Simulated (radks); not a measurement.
# Nuclear size and the levels of Sn⁺

An exercise on one series of results from a longer session: the logs are not shown, and one member is left open.

Method: Dirac Kohn-Sham, BLYP, spin-unpolarised, spherical densities, finite nucleus; open shells fill j = l - 1/2 first. Code: radks (a radial shooting solver on a logarithmic mesh, Libxc functionals) version 1.

## Starting point

| Property | Result |
| --- | --- |
| element | tin (Z = 50) |
| charge | +1 |
| electrons | 49 |
| configuration | [Kr] 4d10 5s2 5p1 |
| nuclear rms radius | 4.6519 fm |

Set-up of the first run:

Settings of this run:

```text
Z 50
configuration [Kr] 4d10 5s2 5p1 6s0 4f0
relativity Dirac
functional b88,lyp
spin unpolarised
j_filling energy
nucleus finite rms 4.6519 fm
c 137.035999084
```

Steps of the session up to this table: rms radius 4.6519 fm.

One table of the session follows, with a row left open; its other results are not shown here.

It belongs to the step «rms radius 4.6519 fm». Sizes of the orbitals, from the radial functions (bohr):

| level | <r> | outermost maximum (interpolated) | 90 % within | nodes |
| --- | --- | --- | --- | --- |
| 4s1/2 | 0.8183 | 0.746 | 1.19 | 3 |
| 4p1/2 | 0.8654 | 0.771 | 1.27 | 2 |
| 4p3/2 | 0.8953 | 0.796 | 1.32 | 2 |
| 4d3/2 | 1.090 | 0.881 | 1.70 | 1 |
| 4d5/2 | 1.104 | 0.891 | 1.72 | 1 |
| 5s1/2 | 2.311 | 1.98 | 3.40 | 4 |
| 5p1/2 | 2.845 | 2.36 | 4.27 | 3 |
| 5p3/2 | ? | ? | ? | ? |

**Question.** Estimate the row for 5p3/2.

As computed: <r>: 2.955; outermost maximum (interpolated): 2.46; 90 % within: 4.43; nodes: 3. In the column «<r>» it is the highest.
